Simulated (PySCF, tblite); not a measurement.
# C5H7F3O: geometry, infrared bands, NMR shifts, spin-spin couplings and electronic excitations

Aim: predict the infrared bands, NMR shifts, spin-spin couplings and electronic excitations of C5H7F3O (`C[C@@H]1[C@H](F)[C@@H]1OC(F)F`).

Computed with tblite 0.8.0 and PySCF 2.14.0, with density-fitted response routines of our own, on a single molecule in the gas phase. Atoms count from 0, in the outputs and in this text.

## (1) Starting geometry

16 atoms, charge 0, multiplicity 1; geometry from: force field or distance geometry start.

Bonds of the start (Å): C0–C1 1.49, C1–C2 1.49, C2–F3 1.40, C2–C4 1.50, C4–O5 1.45, O5–C6 1.42, C6–F7 1.36, C6–F8 1.36, C4–C1 1.51, C0–H9 1.11, C0–H10 1.09, C0–H11 1.09, C1–H12 1.10, C2–H13 1.08, C4–H14 1.09, C6–H15 1.10.

## (2) Relaxing the molecule with GFN2-xTB

What the job is given:

```
{"job": {"kind": "relax", "xc": "GFN2-xTB", "basis": "xTB"}, "charge": 0, "multiplicity": 1}
C     -1.584300    -0.766700    -0.254900
C     -1.015300     0.434300     0.412300
C     -0.595700     1.617300    -0.387200
F     -0.721900     1.538900    -1.774500
C      0.448700     0.793400     0.299300
O      1.262200    -0.020700    -0.576100
C      1.976200    -1.024400     0.121900
F      2.736200    -0.438900     1.092400
F      2.830900    -1.623400    -0.743600
H     -2.675500    -0.631500    -0.381000
H     -1.156600    -0.947600    -1.241700
H     -1.438100    -1.659700     0.360700
H     -1.493800     0.620000     1.386200
H     -0.816300     2.619400    -0.048200
H      0.930000     1.273500     1.146700
H      1.305700    -1.774800     0.576100
```

Run with:

```console
$ OMP_NUM_THREADS=1 python probes_run.py task.json out
```

The driver reads the jobs from task.json and runs them one after another.

**Question.** This job is followed by: GFN2-xTB harmonic vibrations, gas phase; PBE0-D3(BJ)/def2-SVP geometry optimisation, gas phase; GIAO PBE0/pcSseg-1 NMR shielding, non-relativistic, gas phase; B3LYP/pcJ-1 indirect spin-spin coupling, non-relativistic, gas phase; TDDFT B3LYP/def2-SVPD, vertical, gas phase, core orbitals frozen in the response; GIAO wB97X-D/pcSseg-1 NMR shielding, non-relativistic, gas phase. What will the session give for the following? strongest single infrared mode (GFN2-xTB); zero-point energy (GFN2-xTB); point group; rotational constants (main isotopes); 13C shifts against TMS (PBE0/pcSseg-1); 1H shifts against TMS (PBE0/pcSseg-1, means over atoms taken as alike); 19F shifts against CFCl3 (PBE0/pcSseg-1); 17O shifts against H2O (PBE0/pcSseg-1); largest coupling of the table (B3LYP/pcJ-1); lowest singlet (B3LYP/def2-SVPD); brightest single state of those computed; lowest triplet; vertical ionisation energy (ΔSCF); range of the shift of F3.

**Answer**, as computed:

| quantity | value |
| --- | --- |
| strongest single infrared mode (GFN2-xTB) | 967 cm⁻¹, 267 km/mol |
| zero-point energy (GFN2-xTB) | 72.7 kcal/mol |
| point group | C1 |
| rotational constants (main isotopes) | 2.82, 0.96, 0.95 GHz |
| 13C shifts against TMS (PBE0/pcSseg-1) | 122.7, 70.4, 50.2, 16.2, 5.8 ppm |
| 1H shifts against TMS (PBE0/pcSseg-1, means over atoms taken as alike) | 5.86, 4.20, 3.08, 1.28, 0.61 ppm |
| 19F shifts against CFCl3 (PBE0/pcSseg-1) | -98.5, -99.0, -266.2 ppm |
| 17O shifts against H2O (PBE0/pcSseg-1) | 101.8 ppm |
| largest coupling of the table (B3LYP/pcJ-1) | 1J(C,F) C6–F7, -325.7 Hz |
| lowest singlet (B3LYP/def2-SVPD) | 6.88 eV (180 nm), f = 0.001 |
| brightest single state of those computed | state 10, 8.85 eV, f = 0.028 |
| lowest triplet | 6.72 eV |
| vertical ionisation energy (ΔSCF) | 10.17 eV |
| range of the shift of F3 | -266.2 to -258.5 ppm |

**Reading.** The optimisation took 53 steps and gained 0.219 eV; among the close pairs (by a distance rule), O5–C6 changed most, from 1.416 to 1.351 Å (GFN2-xTB). All 42 modes are real, so the xTB geometry is a minimum. The strongest single mode, at 967 cm⁻¹, moves mainly C6 and F7. Unscaled tight-binding wavenumbers are off by several per cent, some by more. Its intensities can rank the bands wrongly. The optimisation took 6 steps and gained 0.107 eV; among the close pairs (by a distance rule), C0–H10 changed most, from 1.065 to 1.098 Å (PBE0/def2-SVP). No frequency check was run at this level, so the end point may be a saddle. The most deshielded hydrogen is H15 (hydrogen on an sp3 CH bonded to 2 F and O), at 5.86 ppm: its carbon carries F and O, which withdraws density. Of the pairs tabulated at B3LYP/pcJ-1, C6–F7 couples most strongly (-325.7 Hz; Fermi contact -312.4 Hz). Couplings across rotatable bonds belong to this one conformer; where others are populated, the observed values are averages. Density functionals describe couplings to fluorine poorly, F–F couplings above all, so those rows are rough. The first singlet state (HOMO→LUMO 0.98) lies at 6.88 eV and is dark; of the 10 states computed, the strongest absorption comes from state 10 at 8.85 eV (the last computed, so partners may be missing). The lowest triplet lies 0.16 eV below the lowest singlet (triplets in Tamm-Dancoff, singlets in full TDDFT). ΔSCF puts the ionisation energy at 10.17 eV, 2.22 eV above −ε(HOMO). Across the 2 runs the shift of F3 moves most, between -266.2 (PBE0/pcSseg-1) and -258.5 ppm (wB97X-D/pcSseg-1). Most of that comes from the computed reference, not from the atom's own shielding.
